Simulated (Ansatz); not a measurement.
**Ca4Fe8As8, 20 atoms: a scaling test**

To be measured: the time of a single point at LDA on Ca4Fe8As8, and how the time changes with the share of the machine.

Program: Ansatz 0.2.0 (single point, LDA, plane waves PAW). Host: Intel Xeon 6975P-C (Granite Rapids), 96 cores, 190 hardware threads, 362 GiB; it was booked for these runs alone, one at a time. Each run is timed once from launch to exit, start-up included.

**1. The system**

The cell holds 20 atoms in 356 Å³, 2×2×1 copies of a database cell, with the atoms displaced at random so that no symmetry is left.

**2. The reference run**

Input file input.yaml:

```yaml
crystal:
  lattice:
    - [0.000000, 5.495208, 11.802388]
    - [5.488002, 0.000000, 11.802388]
    - [2.744001, 2.747604, 0.000000]
  atoms:
    - { symbol: Ca, position: [0.253362, 0.249555, 0.496735] }
    - { symbol: Fe, position: [0.120089, 0.125271, 0.254052], spin: 2.8 }
    - { symbol: Fe, position: [0.373749, 0.374057, 0.734027], spin: 2.8 }
    - { symbol: As, position: [0.442468, 0.439190, 0.120038] }
    - { symbol: As, position: [0.063777, 0.062959, 0.877321] }
    - { symbol: Ca, position: [0.249394, 0.750227, 0.504847] }
    - { symbol: Fe, position: [0.127601, 0.627689, 0.254294], spin: 2.8 }
    - { symbol: Fe, position: [0.377882, 0.874481, 0.733587], spin: 2.8 }
    - { symbol: As, position: [0.433472, 0.940864, 0.106437] }
    - { symbol: As, position: [0.059350, 0.561903, 0.886122] }
    - { symbol: Ca, position: [0.743505, 0.246410, 0.491396] }
    - { symbol: Fe, position: [0.622640, 0.124985, 0.258373], spin: 2.8 }
    - { symbol: Fe, position: [0.876921, 0.383800, 0.766533], spin: 2.8 }
    - { symbol: As, position: [0.933857, 0.433370, 0.120877] }
    - { symbol: As, position: [0.560868, 0.065255, 0.882797] }
    - { symbol: Ca, position: [0.752541, 0.749976, 0.504727] }
    - { symbol: Fe, position: [0.626212, 0.624328, 0.256153], spin: 2.8 }
    - { symbol: Fe, position: [0.870603, 0.877989, 0.756363], spin: 2.8 }
    - { symbol: As, position: [0.947158, 0.937882, 0.107438] }
    - { symbol: As, position: [0.559836, 0.561227, 0.867965] }
kpoints:
  mp_grid: { grid: [6, 6, 12] }
basis: { ecutwfc: 350 }
hamiltonian:
  xc: lda
magnetization: { spin_polarized: true }
scf:
  occupations: { method: gaussian, width: 0.05 }
output: { forces: true, stress: true }
```

Command:

```console
$ ansatz run input.yaml --backend cpu --events-out ev --progress --plain --runs-dir out
```

**3. On 32 threads**

input.yaml is that of step 2.

(Steps that only read results are left out.)

Q: Predict the timings and the best choice. Wanted: reference; fastest over threads; speed-up from 32 to 96 threads.

The runs gave:

```
                      quantity                 value
                     reference    56 s on 96 threads
          fastest over threads            56 s on 96
speed-up from 32 to 96 threads  2.2 (75 % efficient)
```

In words: Going from 32 to 96 threads cuts the time by a factor of 2.2, 75 % of the ideal. In the reference run the eigensolver takes 75 % of the time. The figures hold for this build, input and host.
